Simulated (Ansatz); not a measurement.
# Nd3H: what a guessed cell relaxes into

Where does this trial cell of Nd3H go when cell and atoms are let free?

Computed with Ansatz 0.2.0 (DFT PBE, scalar-relativistic, plane waves, PAW; 4f electrons in the core of a trivalent norm-conserving potential, unless a step's input says otherwise).

### 1 The system as given

The structure is cubic, space group Pm-3n (No. 223). Conventional cell: a = 5.636 Å, b = 5.636 Å, c = 5.636 Å, α = 90.00°, β = 90.00°, γ = 90.00°. Around Nd (site symmetry -4m2) lie 2 Nd at 2.82 Å and 4 H at 3.15 Å. Around H (site symmetry m-3) lie 12 Nd at 3.15 Å.

Structure file:

```cif
data_structure
_symmetry_space_group_name_H-M 'Pm-3n'
_symmetry_Int_Tables_number 223
_cell_length_a 5.6360
_cell_length_b 5.6360
_cell_length_c 5.6360
_cell_angle_alpha 90.000
_cell_angle_beta 90.000
_cell_angle_gamma 90.000
_cell_volume 179.03
loop_
_atom_site_label
_atom_site_type_symbol
_atom_site_symmetry_multiplicity
_atom_site_Wyckoff_symbol
_atom_site_fract_x
_atom_site_fract_y
_atom_site_fract_z
_atom_site_occupancy
Nd1 Nd 6 c 0.25000 0.00000 0.50000 1
H1 H 2 a 0.00000 0.00000 0.00000 1
```

Recipe of the guess: species swapped into a database cell of Nb3Sn (Pm-3n, No. 223), with Nd on the Nb sites and H on the Sn sites. The dimensions are guesses.

### 2 Probe: one point on a coarse mesh

File input.yaml:

```yaml
crystal:
  lattice:
    - [5.63600551, 0.0, 0.0]
    - [0.0, 5.63600551, 0.0]
    - [0.0, 0.0, 5.63600551]
  atoms:
    - { symbol: Nd, position: [0.25, 0.0, 0.5] }
    - { symbol: Nd, position: [0.5, 0.75, 0.0] }
    - { symbol: Nd, position: [0.75, 0.0, 0.5] }
    - { symbol: Nd, position: [0.5, 0.25, 0.0] }
    - { symbol: Nd, position: [0.0, 0.5, 0.75] }
    - { symbol: Nd, position: [0.0, 0.5, 0.25] }
    - { symbol: H, position: [0.0, 0.0, 0.0] }
    - { symbol: H, position: [0.5, 0.5, 0.5] }
basis:
  ecutwfc: 660
kpoints:
  mp_grid: { grid: [4, 4, 4] }
hamiltonian:
  xc: pbe
  pseudopotentials:
    kind: paw
    azcp: { Nd: "pseudopotentials/pbe/nc/lanthanide_3plus/Nd.nc.azcp" }
scf:
  occupations: { method: gaussian, width: 0.1 }
  lower_state_search: "off"
output:
  forces: true
  stress: true
  eigenvalues: true
```

On the command line:

```
$ ansatz run input.yaml --threads 1 --pin off --max-ram 2560MiB --backend cpu --events-out ev --progress --plain --runs-dir out
```

The session goes on with these runs: coarse relaxation; final relaxation.

Q: Predict the outcome of this session. Wanted: conventional cell; volume; energy over the elements; gap on the mesh.

**Answer**, as computed:

| quantity | value |
| --- | --- |
| symmetry at the end (tolerance 0.05 Å) | space group Pm-3n (No. 223) |
| conventional cell | a = 6.150 Å, b = 6.150 Å, c = 6.150 Å, α = 90.00°, β = 90.00°, γ = 90.00° |
| volume | 29.07 Å³/atom |
| energy over the elements (uncorrected; H, N, O, F and Cl as molecules) | +0.60 eV/atom |
| gap on the mesh | none (metal) |

The space group Pm-3n (No. 223) is kept, and the volume per atom grows by 29.9 % from the first guess. The formation energy is positive, so the separate elements lie lower. No finished test with a distortion of lower symmetry is shown, so the end may be a saddle point. The runs treat Nd without spin-orbit coupling. The lanthanide's 4f electrons sit in the core of its potential, so it is trivalent by construction and shows no f bands or moments.

No U or exact exchange acts on the 4f shell of Nd, so a metallic reading can be the functional's.
